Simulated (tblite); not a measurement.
# C5H12Si2: the cost of one run

The runs use tblite 0.8.0 and PySCF 2.14.0, with density-fitted response routines of our own; the level of theory stands in each step. All values are computed, except where a source is named. Atoms are numbered from 0 throughout.

**1. Starting geometry**

19 atoms, charge 0, multiplicity 1; geometry from: force field or distance geometry start.

Bonds of the start (Å): C0–C1 1.23, C1–C2 1.45, C2–Si3 1.86, Si3–C4 1.89, Si3–C5 1.86, Si3–Si6 2.23, C0–H7 1.07, C2–H8 1.11, C2–H9 1.11, C4–H10 1.10, C4–H11 1.12, C4–H12 1.12, C5–H13 1.09, C5–H14 1.11, C5–H15 1.11, Si6–H16 1.47, Si6–H17 1.48, Si6–H18 1.47.

**2. Optimising the geometry with GFN2-xTB**

What the job is given:

```
{"job": {"kind": "relax", "xc": "GFN2-xTB", "basis": "xTB"}, "charge": 0, "multiplicity": 1}
C      2.661600    -1.900500    -0.165800
C      1.938000    -1.079100    -0.727000
C      1.083700    -0.112600    -1.385200
Si    -0.367500     0.232800    -0.280900
C     -0.538000    -1.235200     0.890100
C     -1.891200     0.295900    -1.343600
Si    -0.122300     2.152100     0.826100
H      3.281800    -2.625700     0.315300
H      1.644900     0.840400    -1.522400
H      0.773800    -0.553300    -2.356500
H     -1.295100    -1.088800     1.673000
H     -0.756500    -2.129600     0.256300
H      0.467200    -1.364200     1.355100
H     -2.650900     0.871100    -0.811900
H     -1.703800     0.756900    -2.340700
H     -2.262900    -0.736300    -1.501000
H      1.008400     2.097000     1.768700
H     -1.377700     2.387700     1.566700
H      0.096600     3.200500    -0.178200
```

On the command line:

```console
OMP_NUM_THREADS=1 python probes_run.py task.json out
```

One launch serves the whole session: the jobs run in the order shown.

**Question.** How long does this first job take on 1 thread of Arm Neoverse N1, shared host, and how much memory does it need?

About 2.2 s, with a peak of 0.18 GiB.
